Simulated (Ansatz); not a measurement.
# Ru2S: the cost of one run

Computed with Ansatz 0.2.0 (DFT PBE, scalar-relativistic, plane waves, PAW, unless a step's input says otherwise).

**1. Starting point**

Symmetry: R-3m, No. 166, trigonal system. The conventional cell has a = 3.337 Å, b = 3.337 Å, c = 15.118 Å, α = 90.00°, β = 90.00°, γ = 120.00°. Ru (site symmetry 3m) has 3 S at 2.30 Å as nearest neighbours. Around S (site symmetry -3m) lie 6 Ru at 2.30 Å.

As a file:

```cif
data_structure
_symmetry_space_group_name_H-M 'R-3m:H'
_symmetry_Int_Tables_number 166
_cell_length_a 3.3371
_cell_length_b 3.3371
_cell_length_c 15.1181
_cell_angle_alpha 90.000
_cell_angle_beta 90.000
_cell_angle_gamma 120.000
_cell_volume 145.80
loop_
_atom_site_label
_atom_site_type_symbol
_atom_site_symmetry_multiplicity
_atom_site_Wyckoff_symbol
_atom_site_fract_x
_atom_site_fract_y
_atom_site_fract_z
_atom_site_occupancy
Ru1 Ru 6 c 0.00000 0.00000 0.75000 1
S1 S 3 a 0.00000 0.00000 0.00000 1
```

(A quick probe on a coarse mesh, which set the mesh and smearing, is not shown.)

**3. Rough relaxation on the coarse mesh**

input.yaml reads:

```yaml
crystal:
  lattice:
    - [1.6685262625, 0.9633240868, 5.0393761431]
    - [-1.6685262625, 0.9633240868, 5.0393761431]
    - [0.0, -1.9266481736, 5.0393761431]
  atoms:
    - { symbol: Ru, position: [0.75, 0.75, 0.75] }
    - { symbol: Ru, position: [0.25, 0.25, 0.25] }
    - { symbol: S, position: [0.0, 0.0, 0.0] }
basis:
  ecutwfc: 420
kpoints:
  mp_grid: { grid: [6, 6, 6] }
hamiltonian:
  xc: pbe
scf:
  occupations: { method: gaussian, width: 0.1 }
  lower_state_search: "off"
output:
  forces: true
  stress: true
  eigenvalues: true
relax:
  adjacent_minimum: "off"
  f_tol: 0.04
  max_steps: 70
  cell: { stress_tol: 0.4 }
```

**Question.** How long does this run take on 1 thread of an Arm CPU, shared host, and how much memory does it need?

About 18 s, with a peak of 0.33 GiB.
